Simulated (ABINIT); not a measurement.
# TaAs in ABINIT: convergence with pawecutdg

The system is TaAs.

```
Ta As
1.0
    -1.72181    1.72181    5.86794
     1.72181   -1.72181    5.86794
     1.72181    1.72181   -5.86794
Ta As
2 2
Direct
  0.49997 0.49997 0.00000
  0.24997 0.74997 0.50000
  0.08263 0.08263 0.00000
  0.83263 0.33263 0.50000
```

The cell is a database's computed one.

| Item | Value |
| --- | --- |
| Program | ABINIT 10.8.3 (patched build) |
| Task | single point |
| Functional | PBEsol |
| Potentials or basis | JTH PAW PBE v2.0 |
| Cutoff | 517 eV |
| k mesh | 8 × 8 × 8 |
| Occupations | methfessel-paxton, width 0.1 eV |
| Spin | no spin polarisation |

These are the settings of the first run; the series varies pawecutdg, with any setting tied to it.

Hardware: 1 thread of Arm Neoverse V1 (shared host).

| pawecutdg | energy less the tightest run (meV/atom) | pressure (GPa) | largest force (eV/Å) | SCF cycles | CPU time (s) | peak memory (GiB) |
| --- | --- | --- | --- | --- | --- | --- |
| 19 Ha | 0.21 | -3.64 | 0.020 | 14 | 340 | 0.22 |
| 22.8 | 0.68 | -3.78 | 0.022 | 16 | 380 | 0.24 |
| 28.5 | -0.02 | -3.69 | 0.022 | 17 | 410 | 0.27 |
| 34.2 | -0.03 | -3.72 | 0.025 | 16 | 390 | 0.29 |
| 41.8 | 0.13 | -3.71 | 0.024 | 18 | 430 | 0.33 |
| 51.3 | -0.01 | -3.70 | 0.025 | 18 | 430 | 0.4 |
| 62.7 | 0.00 | -3.70 | 0.024 | 18 | 440 | 0.49 |

Against the tightest run, the energy stays within 1 meV/atom from 19 Ha on; the pressure stays within 0.1 GPa from 19 Ha on; the largest force stays within 0.005 eV/Å from 19 Ha on. The tightest run that finished is the yardstick and may itself not be fully converged.

Caveat, for the tightest run too: the PAW data sets were made with another functional, which shifts forces and pressure a little. Spin-orbit coupling is left out, which matters for the levels of Ta.
